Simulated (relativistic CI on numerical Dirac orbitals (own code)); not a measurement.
# Ce⁵⁺: how the levels respond to the fine-structure constant and the nuclear radius

How sensitive are the low transitions of Ce⁵⁺ to a change of α? Wanted is q = dE/dx with x = (α/α0)² − 1, and the field-shift factor by the mean square nuclear radius, for the lowest 30 levels.

Program: relativistic CI on numerical Dirac orbitals (own code) version 4. Level of theory: Dirac-Coulomb-Breit CI, KLI orbitals optimised for each configuration, valence Slater integrals scaled by 0.85, P86 correlation energy added to each configuration, derivatives by finite differences. These are calculated values, not measurements, unless marked.

### 1 The atom as given

```
ion                 : Ce⁵⁺ (Ce VI)
nuclear charge      : 58
electrons           : 53
isotope             : A = 140
first configuration : [Kr] 4d10 5s2 5p5
```

Outer shells as boxes (Hund's rule):

[Kr] 4d10 5s2 5p5
```
[Kr] core
4d [↑↓][↑↓][↑↓][↑↓][↑↓]
5s [↑↓]
5p [↑↓][↑↓][↑ ]
```

### 2 The run

Settings of the run:

```ini
atom Ce  Z=58  charge=5  electrons=53
nucleus A=140  rms_radius_fm=4.8771
hamiltonian dirac-coulomb  breit=on  qed=off  c_scale=1
orbitals kli  potential=per-configuration
slater_scale 0.85
correlation p86
mixing on
configurations
  [Kr] 4d10 5s2 5p5
  [Kr] 4d10 5s 5p6
  [Kr] 4d10 4f 5s2 5p4
  [Kr] 4d10 5s2 5p4 5d
  [Kr] 4d10 5s 5p5 5d
  [Kr] 4d10 4f 5s2 5p3 5d
end
derivatives alpha2 +-0.01 radius +-1%
```

On the command line:

```console
$ python run_levels.py task.json out
```

One command runs all members of the session, one after another, from task.json.

Q: Predict the outcome of this session. Wanted: lowest level; largest q in size, lowest 30 levels; largest K in size within the lowest configuration; largest field-shift factor among them.

As calculated:

```
                                         quantity                               value
                                     lowest level                          5p5 2P°3/2
              largest q in size, lowest 30 levels    55850 cm⁻¹ (5p4 4f 2F°7/2 (iii))
largest K in size within the lowest configuration                   2.27 (5p5 2P°1/2)
            largest field-shift factor among them  -6.51 GHz/fm² (5p4 4f 2D°3/2 (ii))
```

**Reading.** Among these levels the largest q belongs to 5p4 4f 2F°7/2 (iii), a change of configuration. The fine-structure partner 2P°1/2 has K = 2.27, away from the 2 of a pure α² interval, since levels mix. K = 2q/E, the relative sensitivity of a level, hangs on the computed energy: between configurations that lie close it can be off by a factor of several. Low levels that differ in the count of f electrons can be misplaced by several ten thousand cm⁻¹.
